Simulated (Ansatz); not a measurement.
This script makes an atomisation energy of B₂FGaH₄, SMILES [BH2][Ga]([BH2])[F] with the Ansatz DFT code, driven from Python.

`run_tae.py`
```python
'''Atomisation energy of B2FGaH4 at the given geometry.'''

from collections import Counter

import ansatz as az


def single_point(molecule, charge=0, unpaired=0):
    calc = molecule.calculation().basis(gaussian='def2-SVP').functional('B3LYP')
    if charge:
        calc = calc.charge(charge)
    if unpaired:
        calc = calc.spin('collinear', total=unpaired)
    return calc.run(threads=1, pin='off').report['free_energy_ev']


def main() -> None:
    system = (
        az.Crystal.molecule()
        .atom('B', (-0.8631, 1.5338, 0.1963))
        .atom('Ga', (-0.1788, -0.0553, -0.2351))
        .atom('B', (1.0001, -1.5277, -0.0341))
        .atom('F', (-1.1831, -0.6862, -1.4829))
        .atom('H', (0.1702, 1.7778, -0.2651))
        .atom('H', (-1.0417, 0.9508, 1.1649))
        .atom('H', (1.6932, -0.6076, -0.4014))
        .atom('H', (0.4953, -1.4427, 1.0017))
    )

    # Hund ground states
    unpaired = {'B': 1, 'Ga': 1, 'F': 1, 'H': 1}
    counts = Counter(site.symbol for site in system.cartesian_sites)
    atom_energy = {s: single_point(az.Crystal.molecule().atom(s, (0, 0, 0)), 0, unpaired[s]) for s in counts}
    whole = single_point(system, 0, 0)
    for s, e in atom_energy.items():
        print(f'{s:2s} x{counts[s]}  {e:14.5f} eV')
    print(f'B2FGaH4: {whole:.5f} eV')
    split = sum(counts[s] * e for s, e in atom_energy.items()) - whole
    print(f'atomisation energy (no zero-point term): {split:.3f} eV, {split / sum(counts.values()):.3f} eV an atom')


if __name__ == '__main__':
    main()
```

What does it cost to take this molecule apart into atoms?

17.279 eV from the electronic energies, without the zero-point term.

The output:

```console
$ python run_tae.py
B  x2      -670.34352 eV
Ga x1    -52371.40128 eV
F  x1     -2711.35544 eV
H  x4       -13.63995 eV
B2FGaH4: -56495.28259 eV
atomisation energy (no zero-point term): 17.279 eV, 2.160 eV an atom
```

Total energies depend on the basis set; only differences at equal settings carry meaning. The geometry is a force-field or estimated start, not a minimum of this method, and the basis set is short of its limit. All parts are taken at fixed geometry, without zero-point energy. b3lyp holds the VWN-RPA fit, as in Gaussian; the form of ORCA and Turbomole is b3lyp5. It ran for 5.9 s on 1 thread of Intel(R) Xeon(R) Processor @ 2.30GHz (shared host), peak memory 0.29 GiB.
